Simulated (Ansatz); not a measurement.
**CH3Ga (triplet): the correlation ladder at distance C1–Ga2 = 1.793 Å, cc-pVDZ**

Aim: climb from Hartree-Fock through coupled cluster and multireference methods for CH3Ga (triplet) at one geometry and basis, and see what each rung misses.

Method: cc-pVDZ, core rule «outside noble gas», up to 15 orbitals frozen; program: Ansatz 0.2.0, Gaussian basis.

The runs, in order: UHF; CCSD(T) on ROHF; CCSD(T) on UHF; BCCD(T) on ROHF; CISD; CCSDT(Q) on ROHF; CCSDT(Q) on UHF; CASSCF and MRCISD+Q, 4 electrons in 4 orbitals; CASSCF and NEVPT2, 4 electrons in 4 orbitals.

24 further runs of the same task are left out: 4 for a known fault of the program, 1 for a mislabelled method, 15 that didn't finish, 4 set aside as unsound or not needed.

## 1. The system

The geometry derives from a PBE0/def2-TZVP stationary point (not a proven minimum). One bond is set to the value named and the two fragments are kept rigid. No spin-orbit coupling is included. The filled d shell of Ga may be among the frozen orbitals whatever the setting's name suggests; the logs give the count.

5 atoms, charge 0, spin multiplicity 3.

Atoms are counted from 1 here; the program's logs count them from 0.

Bond lengths: C1–Ga2 1.793 Å, C1–H3 1.090 Å, C1–H4 1.087 Å, Ga2–H5 1.596 Å. Angles: Ga2–C1–H3 122.8°, Ga2–C1–H4 123.5°, H3–C1–H4 113.7°, C1–Ga2–H5 119.5°.

Coordinates:

```xyz
5
CH3Ga
C     0.00000    0.07464    1.48969
Ga    0.00000   -0.03506   -0.29995
H     0.00000    1.02529    2.02250
H     0.00000   -0.79349    2.14357
H     0.00000    1.30428   -1.16882
```

## 2. UHF

The input, in.yaml:

```yaml
crystal:
  periodic: [false, false, false]
  atoms:
    - {symbol: C, position_ang: [0.000000, 0.074641, 1.489692]}
    - {symbol: Ga, position_ang: [0.000000, -0.035064, -0.299948]}
    - {symbol: H, position_ang: [0.000000, 1.025290, 2.022497]}
    - {symbol: H, position_ang: [0.000000, -0.793486, 2.143565]}
    - {symbol: H, position_ang: [0.000000, 1.304285, -1.168816]}
basis:
  gaussian: {orbitals: cc-pVDZ}
magnetization: {spin_polarized: true, initial_magnetization: 2}
hamiltonian: {xc: hf}
output: {orbitals: {seedname: orbitals}}
```

Started as:

```sh
> ansatz run in.yaml --threads 1 --pin off --events-out ev --progress --plain --max-ram 2393MiB
```

Further steps of the session: CCSD(T) on ROHF; CCSD(T) on UHF; BCCD(T) on ROHF; CISD; CCSDT(Q) on ROHF; CCSDT(Q) on UHF; CASSCF and MRCISD+Q, 4 electrons in 4 orbitals; CASSCF and NEVPT2, 4 electrons in 4 orbitals.

Q: Predict the results of all the runs planned. Wanted: UCCSDT(Q) below the RHF energy; RMP2 from UCCSDT(Q); UMP2 from UCCSDT(Q); RCCSD from UCCSDT(Q); RCCSD(T) from UCCSDT(Q); UCCSD(T) from UCCSDT(Q); RCCSDT(Q) from UCCSDT(Q); T1 diagnostic.

**Answer**, as computed:

| quantity | value |
| --- | --- |
| UCCSDT(Q) below the RHF energy | -5.5596 eV |
| RMP2 from UCCSDT(Q) | +95.3 kJ/mol |
| UMP2 from UCCSDT(Q) | +95.3 kJ/mol |
| RCCSD from UCCSDT(Q) | +15.4 kJ/mol |
| RCCSD(T) from UCCSDT(Q) | +3.5 kJ/mol |
| UCCSD(T) from UCCSDT(Q) | +2.8 kJ/mol |
| RCCSDT(Q) from UCCSDT(Q) | +0.8 kJ/mol |
| levels within 1 kcal/mol (43 meV) | RCCSD(T), UCCSD(T), BCCD(T), RCCSDT, UCCSDT, RCCSDT(Q) |
| T1 diagnostic | 0.017 |

What this shows: RCCSD(T) misses by +3.5 kJ/mol, 0.6 % of the correlation energy. These misses are within one basis, not against nature; the frozen cores of restricted and unrestricted runs differ, which can shift their rows.
